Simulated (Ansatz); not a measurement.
# C₃AlN₃O₃: ionisation energy by level of theory

The task here is to estimate one member of a computed series from the others.

Computed with Ansatz 0.2.0, Gaussian basis. Level: unrestricted cation, the program's frozen cores in correlated methods.

Levels to be run: UKS PBE-D4/def2-TZVPP; UKS r2SCAN-D4/def2-TZVPP; UKS PBE0-D4/def2-TZVPP; UKS B3LYP-D4/def2-TZVPP; UKS wB97X-V/def2-TZVPP; UKS wB97M-V/def2-TZVPP; then −ε(HOMO) from the neutral's earlier runs with LDA (SPW92), PBE-D4, revPBE-D4, BLYP-D4, r2SCAN-D4, B97M-V, PBE0-D4, B3LYP-D4, r2SCANh-D4, r2SCAN0-D4, HSE06-D4, BHLYP-D4, CAM-B3LYP-D4, LC-ωPBE, ωB97X-V, ωB97M-V.

### The geometry

The geometry comes from an earlier relaxation with PBE0-D4 in a triple-zeta def2 set; it is a stationary point, not always the lowest conformer.

SMILES `O=C=[N][Al]([N]=C=O)[N]=C=O`, 10 atoms, charge 0, spin multiplicity 1.

Atoms are counted from 1 here; the program's logs count them from 0.

Bond lengths: O1–C2 1.163 Å, C2–N3 1.196 Å, N3–Al4 1.744 Å, Al4–N5 1.744 Å, Al4–N8 1.744 Å, N5–C6 1.196 Å, C6–O7 1.163 Å, N8–C9 1.196 Å, C9–O10 1.163 Å. Angles: O1–C2–N3 180.0°, C2–N3–Al4 179.7°, N3–Al4–N5 120.0°, N3–Al4–N8 120.0°, N5–Al4–N8 120.0°, Al4–N5–C6 179.7°, N5–C6–O7 180.0°, Al4–N8–C9 179.4°, N8–C9–O10 180.0°.

The first run:

Contents of in.yaml:

```yaml
crystal:
  periodic: [false, false, false]
  atoms:
    - {symbol: O, position_ang: [-0.548443, -1.649439, 3.712606]}
    - {symbol: C, position_ang: [-0.391201, -1.179844, 2.660663]}
    - {symbol: N, position_ang: [-0.229522, -0.696233, 1.578724]}
    - {symbol: Al, position_ang: [0.007921, -0.000755, -0.002631]}
    - {symbol: N, position_ang: [0.078151, 1.731260, -0.191757]}
    - {symbol: C, position_ang: [0.126467, 2.919942, -0.315519]}
    - {symbol: O, position_ang: [0.173437, 4.075379, -0.436287]}
    - {symbol: N, position_ang: [0.175267, -1.037251, -1.394880]}
    - {symbol: C, position_ang: [0.289819, -1.757475, -2.342916]}
    - {symbol: O, position_ang: [0.401203, -2.456883, -3.265005]}
basis:
  gaussian: {orbitals: def2-TZVPP}
total_charge: 1
magnetization: {spin_polarized: true, initial_magnetization: 1}
hamiltonian: {xc: pbe, dispersion: d4}
```

Run with:

```bash
ansatz run in.yaml --threads 2 --pin off --events-out ev --progress --plain --max-ram 32768MiB --backend cuda --devices 0, --max-vram 18GiB
```

Among the steps run: Cation, UKS PBE-D4/def2-TZVPP; Cation, UKS r2SCAN-D4/def2-TZVPP; Cation, UKS PBE0-D4/def2-TZVPP; Cation, UKS B3LYP-D4/def2-TZVPP; Cation, UKS wB97X-V/def2-TZVPP; Cation, UKS wB97M-V/def2-TZVPP.

One of the session's tables, all rows but one given; the rest of the session is left out.

For comparison, −ε(HOMO) of the neutral from earlier runs:

| functional | −ε(HOMO) (eV) |
| --- | --- |
| LDA (SPW92) | 7.69 |
| PBE-D4 | 7.43 |
| revPBE-D4 | 7.35 |
| BLYP-D4 | 7.29 |
| r2SCAN-D4 | 7.75 |
| B97M-V | 7.74 |
| PBE0-D4 | 8.85 |
| B3LYP-D4 | ? |
| r2SCANh-D4 | 8.28 |
| r2SCAN0-D4 | 9.08 |
| HSE06-D4 | 8.45 |
| BHLYP-D4 | 10.16 |
| CAM-B3LYP-D4 | 10.20 |
| LC-ωPBE | 11.52 |
| ωB97X-V | 11.15 |
| ωB97M-V | 11.05 |

**Question.** Estimate the row for B3LYP-D4.

Worked estimate for «−ε(HOMO) (eV)». Against the share of exact exchange, BLYP-D4 (0, 7.29), BHLYP-D4 (0.5, 10.16) give a slope of 5.74 per unit share; at 0.2 the line stands at 8.44.

As computed: −ε(HOMO) (eV): 8.59. In «−ε(HOMO) (eV)» the line misses by -0.15.
